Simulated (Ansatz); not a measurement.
# YbB (rocksalt): equation of state

The task here is to estimate one member of a computed series from the others.

Computed with Ansatz 0.2.0 (DFT r²SCAN, scalar-relativistic, plane waves, PAW, unless a step's input says otherwise).

1 further run of the same task is left out (it didn't finish). Runs told in other sessions of the task aren't counted.

## Starting point

The structure is cubic, space group Fm-3m (No. 225). The conventional cell has a = 5.255 Å, b = 5.255 Å, c = 5.255 Å, α = 90.00°, β = 90.00°, γ = 90.00°. Around Yb (site symmetry m-3m) lie 6 B at 2.63 Å. B (site symmetry m-3m) has 6 Yb at 2.63 Å in its first shell of neighbours.

Structure file:

```xyz
2
Lattice="0.0000 2.6276 2.6276 2.6276 0.0000 2.6276 2.6276 2.6276 0.0000" Properties=species:S:1:pos:R:3 pbc="T T T"
Yb    2.6276    2.6276    2.6276
B     0.0000    0.0000    0.0000
```

This cell comes from an earlier session at r²SCAN: 18.142 Å³/atom at -0.06 GPa, on a 12×12×12 mesh.

Volume factors to run: 0.980, 1.020, 0.960, 1.040, 1.070.

The first run:

input.yaml reads:

```yaml
crystal:
  lattice:
    - [0.0, 2.6099878267, 2.6099878267]
    - [2.6099878267, 0.0, 2.6099878267]
    - [2.6099878267, 2.6099878267, 0.0]
  atoms:
    - { symbol: Yb, position: [0.5, 0.5, 0.5] }
    - { symbol: B, position: [0.0, 0.0, 0.0] }
basis:
  ecutwfc: 500
  ecutrho_ratio: 4
kpoints:
  mp_grid: { grid: [12, 12, 12] }
hamiltonian:
  xc: r2scan
scf:
  occupations: { method: gaussian, width: 0.05 }
output:
  forces: true
  stress: true
  eigenvalues: true
```

Launch:

```sh
$ ansatz run input.yaml --threads 2 --pin off --max-ram 2662MiB --backend cpu --events-out ev --progress --plain --runs-dir out
```

Steps of the session up to this table: Volume × 0.980; At 1.020 of the relaxed volume; Scaling the volume by 0.960; Volume × 1.040; At 1.070 of the relaxed volume.

One table of the session follows, with a row left open; its other results are not shown here.

It belongs to the step «The fit». 

| volume (Å³/atom) | energy (meV/atom) | pressure (GPa) |
| --- | --- | --- |
| 17.416 | 6.79 | 3.18 |
| 17.779 | 1.56 | 1.48 |
| 18.142 | 0.00 | -0.06 |
| 18.505 | 1.75 | -1.44 |
| 18.868 | ? | ? |
| 19.412 | 18.51 | -4.32 |

Q: Estimate the row for volume (Å³/atom) = 18.868 from the others.

Worked estimate for «energy (meV/atom)». A straight line through the neighbours (18.505, 1.75) and (19.412, 18.51) gives 1.75 + (18.51 − 1.75) × (18.868 − 18.505) / (19.412 − 18.505) = 8.46; a parabola fitted to 3 rows on both sides gives 6.33.

The run gave: energy (meV/atom): 6.47; pressure (GPa): -2.69. In «energy (meV/atom)» the line misses by +1.99 and the parabola by -0.14.
